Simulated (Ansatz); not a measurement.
# GaH3O: the cost of one run

Method: RHF/def2-SVP, in Ansatz 0.2.0.

### 1 Starting point

Bond lengths: Ga1–O2 1.790 Å, O2–H3 1.010 Å, Ga1–H4 1.570 Å, Ga1–H5 1.570 Å. Angles: Ga1–O2–H3 109.5°, O2–Ga1–H4 120.0°, O2–Ga1–H5 120.0°, H4–Ga1–H5 120.0°.

Coordinates:

```xyz
5

Ga    0.0000    0.0000    0.0000
O     0.0000    0.0000    1.7900
H    -0.9095   -0.2814    2.1271
H     1.3596    0.0000   -0.7850
H    -1.3596    0.0000   -0.7850
```

### 2 Preparing the start

input.yaml

```yaml
crystal:
  periodic: [false, false, false]
  atoms:
    - { symbol: Ga, position_ang: [0.0, 0.0, 0.0] }
    - { symbol: O, position_ang: [0.0, 0.0, 1.79] }
    - { symbol: H, position_ang: [-0.9095, -0.2814, 2.1271] }
    - { symbol: H, position_ang: [1.3596, 0.0, -0.785] }
    - { symbol: H, position_ang: [-1.3596, 0.0, -0.785] }
basis:
  gaussian: { orbitals: def2-SVP }
hamiltonian:
  xc: hf
relax:
  f_tol: 0.02
  max_steps: 40
output:
  orbitals: {}
```

Command:

```console
$ ansatz run input.yaml --threads 1 --pin off --max-ram 2048MiB --backend cpu --events-out ev --progress --plain --runs-dir out
```

**Question.** How long does this run take on 1 thread of Arm Neoverse V1, shared host, and how much memory does it need?

About 6.3 s, with a peak of 0.1 GiB.
